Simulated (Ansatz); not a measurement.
Predict the output of the script below (the Python package of Ansatz (0.2.0)).

The script, `run_dimer.py`:
```python
"""Interaction energy of two H2O2Si molecules, with the counterpoise correction."""

import ansatz as az

FIRST = [
    ("O", (-1.4882, -0.1422, -0.2509)),
    ("Si", (-0.2286, -0.7135, 0.5363)),
    ("O", (1.0476, 0.2101, 0.0847)),
    ("H", (-1.2731, 0.676, -0.8378)),
    ("H", (1.9423, -0.0305, 0.4678)),
]
SECOND = [
    ("O", (2.8207, 0.6097, -2.6928)),
    ("Si", (3.7119, 1.6108, -1.8348)),
    ("O", (2.7142, 2.2543, -0.7051)),
    ("H", (1.8462, 0.5407, -2.3676)),
    ("H", (3.1075, 2.9381, -0.0864)),
]

def energy(atoms, ghosts=()):
    molecule = az.Crystal.molecule()
    for symbol, xyz in atoms:
        molecule = molecule.atom(symbol, xyz)
    calc = (
        molecule.calculation()
        .basis(gaussian="cc-pVDZ")  # atom-centred Gaussian functions
        .correlation("mp2")
    )
    deck = calc.input()
    if ghosts:
        deck = deck.set(az.key.basis.gaussian.ghost_atoms, [{"symbol": s, "position_ang": list(xyz)} for s, xyz in ghosts])
    return az.Session.from_dict(deck).plan().execute().report["free_energy_ev"]

# monomers in their own basis and in the basis of the dimer
both = energy(FIRST + SECOND)
alone = energy(FIRST) + energy(SECOND)
ghosted = energy(FIRST, SECOND) + energy(SECOND, FIRST)
print(f"dimer {both:.6f} eV")
print(f"interaction, uncorrected   {96.485332 * (both - alone):8.3f} kJ/mol")
print(f"interaction, counterpoise  {96.485332 * (both - ghosted):8.3f} kJ/mol")
print(f"basis-set superposition    {96.485332 * (alone - ghosted):8.3f} kJ/mol")
```

```console
$ python run_dimer.py
dimer -23964.017310 eV
interaction, uncorrected     -5.577 kJ/mol
interaction, counterpoise     9.971 kJ/mol
basis-set superposition      15.547 kJ/mol
```

Uncorrected it is -5.577 kJ/mol, with the counterpoise correction 9.971 kJ/mol; the difference, 15.55 kJ/mol, is the superposition error. The sign changes with the correction, so this basis doesn't settle it.

Notes:
- The settings weren't tested for convergence.
- The dimer is a generated trial pose of unrelaxed monomers, not a minimum, so the figure is no binding energy, and the basis set is small.
- It ran for 5 s on 1 thread of Arm Neoverse V2 (shared host), peak memory 0.26 GiB.

(Lines on the test bed's own set-up are left out of the output.)
